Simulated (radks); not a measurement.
# Zn²⁺ in [Ar] 3d10: an all-electron calculation

An exercise on one series of results from a longer session: the logs are not shown, and one member is left open.

Method: Dirac Kohn-Sham, AM05, spin-unpolarised, spherical densities, point nucleus. Code: radks (a radial shooting solver on a logarithmic mesh, Libxc functionals) version 1.

## Starting point

* element: zinc (Z = 30)
* charge: +2
* electrons: 28
* configuration: [Ar] 3d10

The outer shells:

Zn²⁺
```
[Ar] core
3d [↑↓][↑↓][↑↓][↑↓][↑↓]
```

Set-up of the first run:

The run's settings:

```text
Z 30
configuration [Ar] 3d10 4s0 4p0 4d0 4f0
relativity Dirac
functional am05,am05
spin unpolarised
j_filling energy
nucleus point
c 137.035999084
```

One table of the session follows, with a row left open; its other results are not shown here.

It belongs to the step «Orbitals and density». Sizes of the orbitals, from the radial functions (bohr):

| level | <r> | outermost maximum (interpolated) | 90 % within | nodes |
| --- | --- | --- | --- | --- |
| 1s1/2 | 0.05036 | 0.0329 | 0.0900 | 0 |
| 2s1/2 | 0.2263 | 0.190 | 0.351 | 1 |
| 2p1/2 | 0.1961 | 0.150 | 0.321 | 0 |
| 2p3/2 | 0.1995 | 0.153 | 0.326 | 0 |
| 3s1/2 | 0.6827 | 0.589 | 1.02 | 2 |
| 3p1/2 | 0.7074 | 0.587 | 1.09 | 1 |
| 3p3/2 | 0.7183 | 0.596 | 1.11 | 1 |
| 3d3/2 | 0.8749 | 0.564 | 1.52 | 0 |
| 3d5/2 | 0.8814 | 0.567 | 1.54 | 0 |
| 4s1/2 | 2.211 | 1.89 | 3.28 | 3 |
| 4p1/2 | ? | ? | ? | ? |
| 4p3/2 | 2.720 | 2.29 | 4.09 | 2 |

**Question.** Estimate the row for 4p1/2.

As computed: <r>: 2.689; outermost maximum (interpolated): 2.26; 90 % within: 4.04; nodes: 2. In the column «<r>» it lies between 4s1/2 (2.211) and 4p3/2 (2.720).
